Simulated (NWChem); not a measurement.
**BGeNH6 (SMILES B[NH][GeH3]): M08-SO/jorge-DZP-DKH (ZORA, density fitting with weigend coulomb fitting)**

Aim: the energy change on altering one bond length of BGeNH6 at M08-SO/jorge-DZP-DKH (ZORA, density fitting with weigend coulomb fitting), from 2 runs. 

The calculation is run with NWChem 7.3.0.

5 further runs of the same task are left out: 5 set aside as unsound or not needed.

**1. Starting point**

BGeNH6: 9 atoms, total charge 0, spin state singlet. SMILES: `B[NH][GeH3]`. The shape is that of a PBE0-D4/def2-TZVP optimisation.

Bond lengths: B1–N2 1.392 Å, N2–Ge3 1.854 Å, B1–H4 1.199 Å, B1–H5 1.199 Å, N2–H6 1.010 Å, Ge3–H7 1.538 Å, Ge3–H8 1.530 Å, Ge3–H9 1.538 Å. Some angles: B1–N2–Ge3 126.2°, B1–N2–H6 117.9°, Ge3–N2–H6 115.9°, N2–B1–H4 119.2°, N2–B1–H5 119.6°, N2–Ge3–H7 109.1°, N2–Ge3–H8 106.5°, N2–Ge3–H9 109.1°, H4–B1–H5 121.2°, H7–Ge3–H8 111.5°.

**2. The energy at M08-SO/jorge-DZP-DKH (ZORA, density fitting with weigend coulomb fitting)**

bgeh6n.nw reads:

```
start bgeh6n
memory 2200 mb
geometry noautosym nocenter noautoz
   B    -0.874000    0.629500   -1.162900
   N    -0.023300    0.687100   -0.062700
   Ge    0.665200   -0.761400    0.866600
   H    -1.217900   -0.440700   -1.581000
   H    -1.249100    1.647000   -1.674800
   H     0.253900    1.598400    0.272500
   H     2.201600   -0.714800    0.804900
   H     0.114900   -2.015200    0.184600
   H     0.217300   -0.676000    2.335700
end
basis spherical bse
   B library jorge-DZP-DKH
   N library jorge-DZP-DKH
   Ge library jorge-DZP-DKH
   H library jorge-DZP-DKH
end
basis "cd basis" spherical
   B library "weigend coulomb fitting"
   N library "weigend coulomb fitting"
   Ge library "weigend coulomb fitting"
   H library "weigend coulomb fitting"
end
relativistic
   zora on
end
dft
   xc m08-so
   grid medium
   direct
   maxiter 100
   noprint "final vectors analysis"
end
task dft energy
```

The run is started by

```console
$ nwchem bgeh6n.nw > bgeh6n.out
```

The program printed:

```text
[...]
          Wavefunction type:  closed shell.
          No. of atoms     :     9
          No. of electrons :    50
[...]
          Charge           :     0
          Spin multiplicity:     1
[...]
          AO basis - number of functions:   103
[...]
              XC Information
              --------------
                       M08-SO Method XC Functional
                     Hartree-Fock (Exact) Exchange  0.568
                        M08-SO gradient correction  1.000
                      M08-SO Correlation Potential  1.000
[...]
 d= 0,ls=0.0,diis     1  -2188.7758915101 -2.37D+03  8.46D-03  2.70D+04     8.7
[...]
 d= 0,ls=0.0,diis     8  -2191.6461805336 -3.85D-08  3.39D-06  2.71D-07    21.6
[...]
         Total DFT energy =    -2191.646180533633
      One electron energy =    -3395.918754152337
           Coulomb energy =     1120.044037965875
    Exchange-Corr. energy =      -93.305989371943
 Nuclear repulsion energy =      177.534525024771
       Scaling correction =       11.983855288107
[...]
```

Run time: 22 s. Hardware: 1 thread of Intel Xeon 6975P-C (Granite Rapids), shared host; peak memory 0.13 GiB.

**3. The distorted shape**

nw.nw reads:

```
start nw
title "BGeH6N"
memory 2200 mb

geometry units angstroms noautosym nocenter noautoz
  B     -0.788025     0.897050    -1.058375
  N      0.062675     0.954650     0.041825
  Ge     0.751175    -0.493850     0.971125
  H     -1.217900    -0.440700    -1.581000
  H     -1.163125     1.914550    -1.570275
  H      0.339875     1.865950     0.377025
  H      2.287575    -0.447250     0.909425
  H      0.200875    -1.747650     0.289125
  H      0.303275    -0.408450     2.440225
end

basis spherical bse
  * library jorge-DZP-DKH
end

basis "cd basis" spherical
  * library "weigend coulomb fitting"
end

relativistic
  zora on
end

dft
  xc m08-so
  mult 1
  grid medium
  direct
  iterations 100
end

task dft
```

The run is started by

```console
$ nwchem nw.nw > nw.out
```

The program printed:

```text
[...]
          Wavefunction type:  closed shell.
          No. of atoms     :     9
          No. of electrons :    50
[...]
          Charge           :     0
          Spin multiplicity:     1
[...]
          AO basis - number of functions:   103
[...]
              XC Information
              --------------
                       M08-SO Method XC Functional
                     Hartree-Fock (Exact) Exchange  0.568
                        M08-SO gradient correction  1.000
                      M08-SO Correlation Potential  1.000
[...]
 d= 0,ls=0.0,diis     1  -2188.7532835540 -2.37D+03  8.45D-03  2.70D+04     8.6
[...]
 d= 0,ls=0.0,diis     8  -2191.6249228677 -2.99D-08  2.86D-06  2.30D-07    21.4
[...]
         Total DFT energy =    -2191.624922867737
      One electron energy =    -3394.077315445955
           Coulomb energy =     1119.013674954602
    Exchange-Corr. energy =      -93.234867432936
 Nuclear repulsion energy =      176.673585056552
       Scaling correction =       11.983990979427
[...]
```

Wall time 22 s (1 thread of Intel Xeon 6975P-C (Granite Rapids), shared host); peak memory 0.13 GiB.

**4. Outcome**

Level: M08-SO/jorge-DZP-DKH (ZORA, density fitting with weigend coulomb fitting).

| quantity | value |
| --- | --- |
| first shape: total energy | -2191.64618 Eh |
| first shape: dipole moment | 1.91 D |
| distorted shape: total energy | -2191.62492 Eh |
| distorted shape: dipole moment | 2.24 D |
| distorted shape: HOMO energy | -9.46 eV |
| distorted shape: LUMO energy | 0.89 eV |
| distorted shape: HOMO–LUMO gap | 10.36 eV |
| energy change with the B1–H4 bond stretched from 1.199 to 1.499 Å | 0.578 eV |

With the B1–H4 bond stretched from 1.199 to 1.499 Å the energy rises by 0.58 eV (13.3 kcal/mol). The first shape isn't relaxed at this level, so the change isn't measured from a minimum.
